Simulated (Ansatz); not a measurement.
# Co (Cobalt): the cost of one run

Computed with Ansatz 0.2.0 (DFT, PBE, plane-wave PAW, default files, scalar-relativistic, as far as a step names no other, unless a step's input says otherwise).

**1. The starting structure**

Symmetry: P6_3/mmc, No. 194, hexagonal system. The conventional cell has a = 2.505 Å, b = 2.505 Å, c = 4.089 Å, α = 90.00°, β = 90.00°, γ = 120.00°. Co (site symmetry -6m2) is surrounded by 12 Co at 2.50 to 2.51 Å.

Structure file:

```cif
data_structure
_symmetry_space_group_name_H-M 'P 1'
_symmetry_Int_Tables_number 1
_cell_length_a 2.5054
_cell_length_b 2.5054
_cell_length_c 4.0893
_cell_angle_alpha 90.000
_cell_angle_beta 90.000
_cell_angle_gamma 120.000
_cell_volume 22.23
loop_
_atom_site_label
_atom_site_type_symbol
_atom_site_fract_x
_atom_site_fract_y
_atom_site_fract_z
_atom_site_occupancy
Co1 Co 0.33333 0.66667 0.25000 1
Co2 Co 0.66667 0.33333 0.75000 1
```

The earlier run gave: no gap over 0.1 eV on the mesh, largest force 0.000 eV/Å, pressure -4.9 GPa, net moment 3.24 μB.

Like atoms gathered into sites:

| site | atoms | first shell | V_zz (10²¹ V/m²) | η | C_Q (MHz) | m (μB) | B_c (T) |
| --- | --- | --- | --- | --- | --- | --- | --- |
| Co | 1, 2 | 12 Co at 2.50–2.51 Å | -0.13 | 0.00 | -1.30 (⁵⁹Co) | 1.70 | -26.5 |

V_zz is the principal component of the electric field gradient with the largest magnitude, η = (V_xx − V_yy)/V_zz and C_Q = eQV_zz/h. Quadrupole moments are those of Pyykkö's year-2017 table.

B_c = (2μ₀/3) μB (ρ↑ − ρ↓) at the nucleus, 7.77 T per e/Å³, positive along the run's up direction; orbital and dipolar fields are not in it. One atom of each site is listed; partners with reversed moments have reversed fields.

**2. Z stretched by +2 %, ions relaxed**

Contents of input.yaml:

```yaml
crystal:
  lattice:
    - [2.5054, 0.0, 0.0]
    - [-1.2527, 2.1697400466, 0.0]
    - [0.0, 0.0, 4.171086]
  atoms:
    - { symbol: Co, position: [0.3333333333, 0.6666666667, 0.25], spin: 2.0 }
    - { symbol: Co, position: [0.6666666667, 0.3333333333, 0.75], spin: 2.0 }
magnetization:
  spin_polarized: true
kpoints:
  mp_grid: { grid: [21, 21, 11] }
scf:
  occupations: { method: fermi_dirac, width: 0.05 }
hamiltonian:
  xc: pbe
  pseudopotentials: { kind: paw }
output:
  forces: true
  stress: true
  populations: true
  efg: { quadrupole_moments_barn: { Co: 0.42 }, contact_densities: true }
relax:
  f_tol: 0.02
  max_steps: 60
```

The run is started by

```console
> ansatz run input.yaml --threads 1 --pin off --max-ram 3072MiB --backend cpu --events-out ev --progress --plain --runs-dir out
```

What time and memory should one allow on 1 thread of Intel Xeon Platinum 8375C at 2.90GHz (Ice Lake), shared host?

About 24 s, with a peak of 0.64 GiB.
